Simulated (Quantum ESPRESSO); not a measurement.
# AlIn (P6/mmm) in Quantum ESPRESSO: notebook, part 3 of 3

Quantum ESPRESSO 7.5. Earlier steps stand in the parts before.

## (7) Phonons, PBE

Contents of pw.in:

```
&CONTROL
  calculation = 'scf'
  prefix = 'pwscf'
  outdir = './tmp'
  pseudo_dir = './pseudo'
  tprnfor = .true.
  tstress = .true.
  disk_io = 'low'
/
&SYSTEM
  ibrav = 0
  celldm(1) = 8
  nat = 2
  ntyp = 2
  ecutwfc = 56
  ecutrho = 448
  nbnd = 14
  occupations = 'smearing'
  smearing = 'mv'
  degauss = 0.01469973
/
&ELECTRONS
  conv_thr = 4d-10
  electron_maxstep = 120
  mixing_beta = 0.5
/
ATOMIC_SPECIES
Al    26.9815 al_pbe_v1.uspp.F.UPF
In   114.8180 in_pbe_v1.4.uspp.F.UPF
CELL_PARAMETERS alat
  0.7214336561254   0.0000000000000   0.0000000000000
 -0.3607180091415   0.6247812513238   0.0000000000000
  0.0000000000000   0.0000000000000   1.3766702061052
ATOMIC_POSITIONS crystal
Al     0.0000000000    0.0000000000    0.0000000000
In     0.0000000000    0.0000000000    0.5000000000
K_POINTS automatic
8 8 4 0 0 0
```

Contents of scf2.in:

```
&CONTROL
  calculation = 'scf'
  prefix = 'pwscf'
  outdir = './tmp'
  pseudo_dir = './pseudo'
  tprnfor = .true.
  tstress = .true.
  disk_io = 'low'
/
&SYSTEM
  ibrav = 0
  celldm(1) = 8
  nat = 2
  ntyp = 2
  ecutwfc = 56
  ecutrho = 448
  nbnd = 14
  occupations = 'smearing'
  smearing = 'mv'
  degauss = 0.01469973
/
&ELECTRONS
  conv_thr = 1d-13
  electron_maxstep = 120
  mixing_beta = 0.5
  startingpot = 'file'
  startingwfc = 'file'
/
ATOMIC_SPECIES
Al    26.9815 al_pbe_v1.uspp.F.UPF
In   114.8180 in_pbe_v1.4.uspp.F.UPF
CELL_PARAMETERS alat
  0.7214336561254   0.0000000000000   0.0000000000000
 -0.3607180091415   0.6247812513238   0.0000000000000
  0.0000000000000   0.0000000000000   1.3766702061052
ATOMIC_POSITIONS crystal
Al     0.0000000000    0.0000000000    0.0000000000
In     0.0000000000    0.0000000000    0.5000000000
K_POINTS automatic
8 8 4 0 0 0
```

Contents of ph.in:

```
phonons of AlIn
&INPUTPH
  prefix = 'pwscf'
  outdir = './tmp'
  tr2_ph = 1d-18
  fildyn = 'dyn'
  niter_ph = 90
  alpha_mix(1) = 0.4
/
0.0000000000 0.0000000000 0.0000000000
```

Contents of dynmat.in:

```
&INPUT
  fildyn = 'dyn'
  asr = 'crystal'
  filout = 'dynmat.disp'
  fileig = 'dynmat.eig'
/
```

Potentials or basis: GBRV 1.5 PBE.

Launch:

```console
OMP_NUM_THREADS=1 pw.x -in pw.in > pw.out
OMP_NUM_THREADS=1 pw.x -in scf2.in > scf2.out
OMP_NUM_THREADS=1 ph.x -in ph.in > ph.out
OMP_NUM_THREADS=1 dynmat.x -in dynmat.in > dynmat.out
```

pw.out:

```text
This program is part of the open-source Quantum ESPRESSO suite
     for quantum simulation of materials; please cite
[... 9 lines left out ...]
     --------------------
     sticks:   dense  smooth     PW     G-vecs:    dense   smooth      PW
     Sum        1039     511    163                50949    18011    3385

     Using Slab Decomposition

     bravais-lattice index     =            0
     lattice parameter (alat)  =       8.0000  a.u.
     unit-cell volume          =     317.7052 (a.u.)^3
     number of atoms/cell      =            2
     number of atomic types    =            2
     number of electrons       =        16.00
     number of Kohn-Sham states=           14
     kinetic-energy cutoff     =      56.0000  Ry
     charge density cutoff     =     448.0000  Ry
     scf convergence threshold =      4.0E-10
     mixing beta               =       0.5000
     number of iterations used =            8  plain     mixing
     Exchange-correlation=  SLA  PW   PBX  PBC
                           (   1   4   3   4   0   0   0)

     celldm(1)=   8.000000  celldm(2)=   0.000000  celldm(3)=   0.000000
     celldm(4)=   0.000000  celldm(5)=   0.000000  celldm(6)=   0.000000

     crystal axes: (cart. coord. in units of alat)
               a(1) = (   0.721434   0.000000   0.000000 )
               a(2) = (  -0.360718   0.624781   0.000000 )
               a(3) = (   0.000000   0.000000   1.376670 )

     reciprocal axes: (cart. coord. in units 2 pi/alat)
               b(1) = (  1.386129  0.800283 -0.000000 )
               b(2) = (  0.000000  1.600560  0.000000 )
               b(3) = (  0.000000 -0.000000  0.726390 )

     PseudoPot. # 1 for Al read from file:
     al_pbe_v1.uspp.F.UPF
     Pseudo is Ultrasoft + core correction, Zval =  3.0
     Generated by new atomic code, or converted to UPF format
     Using radial grid of  893 points,  3 beta functions with:
                l(1) =   0
                l(2) =   1
                l(3) =   2
     Q(r) pseudized with  8 coefficients,  rinner =    0.900   0.900   0.900
                                                       0.900   0.900

     PseudoPot. # 2 for In read from file:
     in_pbe_v1.4.uspp.F.UPF
     Pseudo is Ultrasoft + core correction, Zval = 13.0
     Generated by new atomic code, or converted to UPF format
     Using radial grid of  889 points,  6 beta functions with:
                l(1) =   0
                l(2) =   0
                l(3) =   1
                l(4) =   1
                l(5) =   2
                l(6) =   2
     Q(r) pseudized with  6 coefficients,  rinner =    1.400   1.400   1.400
                                                       1.400   1.400

     atomic species   valence    mass     pseudopotential
     Al                3.00    26.98150     Al( 1.00)
     In               13.00   114.81800     In( 1.00)

      4 Sym. Ops., with inversion, found

   Cartesian axes

     site n.     atom                  positions (alat units)
         1        Al     tau(   1) = (   0.0000000   0.0000000   0.0000000  )
         2        In     tau(   2) = (   0.0000000   0.0000000   0.6883351  )

     number of k points=   102  Marzari-Vanderbilt smearing, width (Ry)=  0.0147

     Number of k-points >= 100: set verbosity='high' to print them.

     Dense  grid:    50949 G-vectors     FFT dimensions: (  40,  40,  75)

     Smooth grid:    18011 G-vectors     FFT dimensions: (  27,  27,  54)

     Initial potential from superposition of free atoms

     starting charge      14.4975, renormalised to      16.0000
     Starting wfcs are   13 randomized atomic wfcs +    1 random wfcs

     Self-consistent Calculation

     iteration #  1     ecut=    56.00 Ry     beta= 0.50
     Davidson diagonalization with overlap
     ethr =  1.00E-02,  avg # of iterations =  5.7

     total energy              =    -138.84170839 Ry
     estimated scf accuracy    <       3.28583850 Ry

     iteration #  2     ecut=    56.00 Ry     beta= 0.50
     Davidson diagonalization with overlap
     ethr =  1.00E-02,  avg # of iterations =  2.1

     total energy              =    -139.74284347 Ry
     estimated scf accuracy    <       1.76688700 Ry

     iteration #  3     ecut=    56.00 Ry     beta= 0.50
     Davidson diagonalization with overlap
     ethr =  1.00E-02,  avg # of iterations =  1.8

     total energy              =    -140.13383670 Ry
     estimated scf accuracy    <       0.08362765 Ry

     iteration #  4     ecut=    56.00 Ry     beta= 0.50
     Davidson diagonalization with overlap
     ethr =  5.23E-04,  avg # of iterations =  2.2

     total energy              =    -140.14779871 Ry
     estimated scf accuracy    <       0.00235923 Ry

     iteration #  5     ecut=    56.00 Ry     beta= 0.50
     Davidson diagonalization with overlap
     ethr =  1.47E-05,  avg # of iterations =  3.9
[... 15 lines left out ...]
     total energy              =    -140.14808659 Ry
     estimated scf accuracy    <       0.00000027 Ry

     iteration #  8     ecut=    56.00 Ry     beta= 0.50
     Davidson diagonalization with overlap
     ethr =  1.71E-09,  avg # of iterations =  3.7

     total energy              =    -140.14808668 Ry
     estimated scf accuracy    <       0.00000003 Ry

     iteration #  9     ecut=    56.00 Ry     beta= 0.50
     Davidson diagonalization with overlap
     ethr =  1.81E-10,  avg # of iterations =  1.9

     total energy              =    -140.14808668 Ry
     estimated scf accuracy    <          1.6E-09 Ry

     iteration # 10     ecut=    56.00 Ry     beta= 0.50
     Davidson diagonalization with overlap
     ethr =  1.00E-11,  avg # of iterations =  2.4

     End of self-consistent calculation

     Number of k-points >= 100: set verbosity='high' to print the bands.

     the Fermi energy is     8.1293 ev

!    total energy              =    -140.14808668 Ry
     estimated scf accuracy    <          7.9E-11 Ry
     smearing contrib. (-TS)   =      -0.00118264 Ry
     internal energy E=F+TS    =    -140.14690404 Ry

     The total energy is F=E-TS. E is the sum of the following terms:
     one-electron contribution =     -70.83794951 Ry
     hartree contribution      =      46.88253184 Ry
     xc contribution           =     -41.97714306 Ry
     ewald contribution        =     -74.21434331 Ry

     convergence has been achieved in  10 iterations

     Forces acting on atoms (cartesian axes, Ry/au):

     atom    1 type  1   force =     0.00000000    0.00000000    0.00000000
     atom    2 type  2   force =     0.00000000    0.00000000    0.00000000

     Total force =     0.000000     Total SCF correction =     0.000000

     Computing stress (Cartesian axis) and pressure

          total   stress  (Ry/bohr**3)                   (kbar)     P=       -1.30
  -0.00000153  -0.00000000   0.00000000           -0.22       -0.00        0.00
  -0.00000000  -0.00000152   0.00000000           -0.00       -0.22        0.00
   0.00000000   0.00000000  -0.00002352            0.00        0.00       -3.46

=------------------------------------------------------------------------------=
   JOB DONE.
=------------------------------------------------------------------------------=
```

Wall time 5.1 min (1 thread of AMD EPYC 9R45 (Zen 5), shared host); peak memory 0.26 GiB.

What came out:

- Free energy: -1906.8119 eV
- Pressure after relaxing: -0.1 GPa
- Band gap on the k mesh: none (metal or under the smearing width)
- Highest phonon frequency at Γ: 236 cm⁻¹

Stress tensor (GPa, compression positive):
```
-0.02  0.00  0.00
 0.00 -0.02  0.00
 0.00  0.00 -0.34
```

Levels at points of the mesh, in eV from the Fermi level:
```csv
k point,band 4,band 5,band 6,band 7,band 8,band 9,band 10,band 11,band 12,band 13
"(0.00, 0.00, 0.00)",-14.42,-14.42,-9.66,-5.62,-3.99,7.40,9.21,9.96,9.96,11.80
"(0.00, 0.00, -0.50)",-14.42,-14.42,-8.90,-8.00,0.67,1.23,10.57,10.57,11.83,12.01
"(0.00, -0.50, 0.00)",-14.46,-14.24,-4.26,-3.60,-0.62,0.06,0.10,3.44,5.77,7.82
"(0.00, -0.50, -0.50)",-14.45,-14.24,-3.26,-3.16,-2.71,-2.30,5.17,5.68,6.33,6.66
"(-0.50, 0.00, 0.00)",-14.46,-14.24,-4.26,-3.60,-0.62,0.06,0.10,3.44,5.77,7.82
"(-0.50, 0.00, -0.50)",-14.45,-14.24,-3.26,-3.16,-2.71,-2.30,5.17,5.68,6.33,6.66
"(-0.50, -0.50, 0.00)",-14.46,-14.24,-4.26,-3.60,-0.62,0.06,0.10,3.44,5.77,7.82
"(-0.50, -0.50, -0.50)",-14.45,-14.24,-3.26,-3.16,-2.71,-2.30,5.17,5.68,6.33,6.66
```

Phonon frequencies in cm⁻¹ (negative: imaginary):
| q point | frequencies |
| --- | --- |
| (0.000, 0.000, 0.000) | -9 -9 1 2 2 236 |

Optical modes at Γ, degenerate ones joined:
```tsv
cm⁻¹	components	symmetry	active in
9i	2	Bu	IR
236	1	Au	IR
```

Caveat: the mesh is thin for the phonons of a metal.

## (8) Overview

```csv
potentials or basis,cutoff (eV),gap on the mesh (eV),pressure (GPa)
SPMS 1.0 PBE,857,none,0.1
JTH 2.0 PBE,707,none,-0.3
Ansatz NC SR PBE,952,none,0.0
PseudoDojo 0.4.1 SR PBE standard,952,none,0.0
SSSP 1.3 efficiency PBE,748,none,0.0
GBRV 1.5 PBE,762,none,-0.1
```

Alike in all rows: task phonons; level PBE; no spin polarisation; cell relaxed; k mesh 8 × 8 × 4; smearing cold 0.2 eV.

Caveats: the mesh is thin for the phonons of a metal; some modes are imaginary (some runs).

Absolute energies hang on the potentials; compare differences alone.
